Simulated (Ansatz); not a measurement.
# CH6FGeNS: one species, many methods

One table from this session's results is given with a row withheld; the runs are named, their logs left out.

Computed with Ansatz 0.2.0, Gaussian basis. Level: functionals in def2-TZVPP, the program's frozen cores in correlated methods.

Plan: PBE-D4, r2SCAN-D4, PBE0-D4, B3LYP-D4, ωB97X-V, ωB97M-V, B2PLYP; CCSD(T)/def2-TZVPP; MP2/def2-QZVPP; extrapolation to the limit.

**The geometry**

The geometry comes from an earlier relaxation with PBE0-D4 in a triple-zeta def2 set; it is a stationary point, not always the lowest conformer.

SMILES `[CH3][Ge]([NH2])([F])[SH]`, 11 atoms, charge 0, spin multiplicity 1.

Atoms are counted from 1 here; the program's logs count them from 0.

Bond lengths: C1–Ge2 1.939 Å, C1–H6 1.090 Å, C1–H7 1.091 Å, C1–H8 1.090 Å, Ge2–N3 1.814 Å, Ge2–F4 1.743 Å, Ge2–S5 2.206 Å, N3–H9 1.009 Å, N3–H10 1.009 Å, S5–H11 1.343 Å. Angles: Ge2–C1–H6 109.9°, Ge2–C1–H7 109.1°, Ge2–C1–H8 110.2°, H6–C1–H7 108.8°, H6–C1–H8 109.4°, H7–C1–H8 109.4°, C1–Ge2–N3 120.7°, C1–Ge2–F4 104.4°, C1–Ge2–S5 112.7°, N3–Ge2–F4 102.7°, N3–Ge2–S5 104.8°, F4–Ge2–S5 111.1°, Ge2–N3–H9 116.2°, Ge2–N3–H10 116.6°, H9–N3–H10 110.8°, Ge2–S5–H11 93.7°.

The first run:

in.yaml reads:

```yaml
crystal:
  periodic: [false, false, false]
  atoms:
    - {symbol: C, position_ang: [-0.890237, -0.638549, 1.006658]}
    - {symbol: Ge, position_ang: [0.126389, -0.022874, -0.525161]}
    - {symbol: N, position_ang: [1.917438, 0.238417, -0.404410]}
    - {symbol: F, position_ang: [0.006380, -1.325508, -1.676413]}
    - {symbol: S, position_ang: [-0.660793, 1.858043, -1.367549]}
    - {symbol: H, position_ang: [-1.927370, -0.811880, 0.717830]}
    - {symbol: H, position_ang: [-0.463014, -1.575926, 1.365451]}
    - {symbol: H, position_ang: [-0.855939, 0.103202, 1.805026]}
    - {symbol: H, position_ang: [2.474983, -0.580674, -0.213322]}
    - {symbol: H, position_ang: [2.222558, 1.018574, 0.157314]}
    - {symbol: H, position_ang: [-1.884996, 1.680173, -0.844726]}
basis:
  gaussian: {orbitals: def2-TZVPP}
hamiltonian: {xc: pbe, dispersion: d4}
output: {forces: true, orbitals: {seedname: orbitals}}
```

Launch:

```
> ansatz run in.yaml --threads 2 --pin off --events-out ev --progress --plain --max-ram 22528MiB --backend cpu
```

Among the steps run: PBE-D4 (GGA); r2SCAN-D4 (meta-GGA); PBE0-D4 (hybrid); B3LYP-D4 (hybrid); ωB97X-V (range-separated); ωB97M-V (range-separated); B2PLYP (double hybrid); CCSD(T) in def2-TZVPP; MP2 in def2-QZVPP.

One table of the session follows, with a row left open; its other results are not shown here.

| method | atomisation energy (kJ/mol) |
| --- | --- |
| PBE-D4 | ? |
| r2SCAN-D4 | 3813.5 |
| PBE0-D4 | 3797.9 |
| B3LYP-D4 | 3796.6 |
| ωB97X-V | 3834.6 |
| ωB97M-V | 3818.2 |
| B2PLYP | 3762.9 |
| HF/def2-TZVPP | 2684.4 |
| MP2/def2-TZVPP | 3779.4 |
| CCSD/def2-TZVPP | 3662.0 |
| CCSD(T)/def2-TZVPP | 3723.3 |
| MP2/CBS | 3881.9 |
| CCSD(T)/CBS | 3825.7 |

**Question.** Estimate the row for PBE-D4.

**Answer.** atomisation energy (kJ/mol): 3870.6. In the column «atomisation energy (kJ/mol)» it lies between ωB97X-V (3834.6) and MP2/CBS (3881.9).
